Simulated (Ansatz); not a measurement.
Runs of Ansatz 0.2.0 on VCrC2. Symmetry: R-3m, No. 166, trigonal system. The conventional cell has a = 2.921 Å, b = 2.921 Å, c = 14.218 Å, α = 90.00°, β = 90.00°, γ = 120.00°. Cr (site symmetry -3m) is surrounded by 6 C at 2.05 Å. V (site symmetry -3m) is surrounded by 6 C at 2.07 Å. C (site symmetry 3m) is surrounded by 3 Cr at 2.05 Å and 3 V at 2.07 Å. The cell comes from a database or a generator and needn't be the stable form of this composition.

```csv
task,level,k mesh,cutoff (eV),screening (1/Å),share of exact exchange,points for each segment of the path,mesh quality,gap on the mesh (eV),pressure (GPa),moment (μB),largest force (eV/Å)
single point,HSE06 form with a typed share of exact exchange,6 × 6 × 6,420,0.1,0.25,-,coarse,none,-,2.30,1.03
band structure,PBE,11 × 11 × 11,420,-,-,14,not flagged,none,(a),1.09,0.02
single point,HSE06 form with a typed share of exact exchange,6 × 6 × 6,420,0.15,0.25,-,coarse,none,-,2.30,1.01
single point,HSE06 form with a typed share of exact exchange,6 × 6 × 6,420,0.3,0.25,-,coarse,none,-,2.16,(b)
single point,HSE06 form with a typed share of exact exchange,6 × 6 × 6,420,0.2,0.25,-,coarse,none,-,2.27,0.99
band structure,r2SCAN,11 × 11 × 11,500,-,-,14,not flagged,none,4.3,1.67,0.34
```

Alike in all rows: potentials or basis Ansatz PAW; spin collinear, ferromagnetic start; cell as given; smearing fermi-dirac 0.05 eV.

Q: Fill in the values left out.

A: (a) 0.4; (b) 0.91.

Caveats: some runs use coarse meshes; the magnetic or orbital state may not be the lowest (some runs); the PAW data sets come from PBE, with cores solved anew for the run's functional, which leaves a small shift of forces and pressure (some runs); forces of over 1 eV/Å show positions far from the minimum, so gaps and moduli don't describe the material at rest (some runs).

A k mesh can miss the band edges.

A gap of «none» marks a metal or a gap under the smearing width.

Not every run made on this cell is shown here.
